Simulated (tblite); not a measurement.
# C5H9NO: the cost of one run

Programs: tblite 0.8.0 and PySCF 2.14.0, with routines of our own; each step states its level. All values are computed. Atoms count from 0.

### 1 The starting structure

16 atoms, charge 0, multiplicity 1; geometry from: start built from the parent or by distance geometry.

### 2 Optimising the geometry with GFN2-xTB

What the job is given:

```
{"job": {"kind": "relax", "xc": "GFN2-xTB", "basis": "xTB"}, "charge": 0, "multiplicity": 1}
C      2.222800    -0.013700    -0.302700
N      1.607200     0.354200     0.961600
C      0.444700    -0.059000     1.272000
C     -0.514900    -0.818100     0.365700
C     -1.697700     0.037000     0.005600
C     -1.352200     0.904300    -1.195600
O     -1.860400     0.782900    -2.301600
H      2.326900    -1.082700    -0.397200
H      1.636800     0.386100    -1.136100
H      3.199900     0.424300    -0.354000
H      0.022100     0.224500     2.253600
H     -0.018100    -1.251700    -0.491500
H     -0.884200    -1.670800     1.007000
H     -2.015000     0.690800     0.801700
H     -2.548400    -0.575000    -0.294500
H     -0.584700     1.684800    -0.985300
```

The run is started by

```bash
> OMP_NUM_THREADS=1 python redox_run.py task.json out
```

This one command runs all jobs of the session in turn.

Q: Estimate the wall time of this first job on 1 thread of Intel Xeon at 2.70GHz, shared host.

About 3.4 s.
